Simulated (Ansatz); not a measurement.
# GeWCl3: the cost of one run

Computed with Ansatz 0.2.0 (DFT PBE, scalar-relativistic, plane waves, PAW, unless a step's input says otherwise).

1 further run of the same task is left out (set aside as unsound or not needed).

### 1 The structure to begin with

Symmetry: Pm-3m, No. 221, cubic system. The conventional cell has a = 5.058 Å, b = 5.058 Å, c = 5.058 Å, α = 90.00°, β = 90.00°, γ = 90.00°. Around Ge (site symmetry m-3m) lie 12 Cl at 3.58 Å. W (site symmetry m-3m) is surrounded by 6 Cl at 2.53 Å. Cl (site symmetry 4/mmm) has 2 W at 2.53 Å and 4 Ge at 3.58 Å in its first shell of neighbours.

Coordinates:

```xyz
5
Lattice="5.0579 0.0000 0.0000 0.0000 5.0579 0.0000 0.0000 0.0000 5.0579" Properties=species:S:1:pos:R:3 pbc="T T T"
Ge    2.5290    2.5290    2.5290
W     0.0000    0.0000    0.0000
Cl    2.5290    0.0000    0.0000
Cl    0.0000    2.5290    0.0000
Cl    0.0000    0.0000    2.5290
```

The cell is invented: species swapped into a database cell of Tb3GaC (Pm-3m, No. 221), with Cl on the Tb sites, Ge on the Ga sites and W on the C sites. Lengths come from tabulated atomic sizes and are only a guess.

### 2 A first look at the guess

The input, input.yaml:

```yaml
crystal:
  lattice:
    - [5.0579133, 0.0, 0.0]
    - [0.0, 5.0579133, 0.0]
    - [0.0, 0.0, 5.0579133]
  atoms:
    - { symbol: Ge, position: [0.5, 0.5, 0.5] }
    - { symbol: W, position: [0.0, 0.0, 0.0] }
    - { symbol: Cl, position: [0.5, 0.0, 0.0] }
    - { symbol: Cl, position: [0.0, 0.5, 0.0] }
    - { symbol: Cl, position: [0.0, 0.0, 0.5] }
basis:
  ecutwfc: 420
kpoints:
  mp_grid: { grid: [4, 4, 4] }
hamiltonian:
  xc: pbe
scf:
  occupations: { method: gaussian, width: 0.1 }
  lower_state_search: "off"
output:
  forces: true
  stress: true
  eigenvalues: true
```

On the command line:

```bash
$ ansatz run input.yaml --threads 1 --pin off --max-ram 2560MiB --backend cpu --events-out ev --progress --plain --runs-dir out
```

Q: Estimate wall time and peak memory on 1 thread of Intel Xeon Platinum 8259CL at 2.50GHz (Skylake/Cascade Lake), shared host.

About 3.2 s, with a peak of 0.42 GiB.
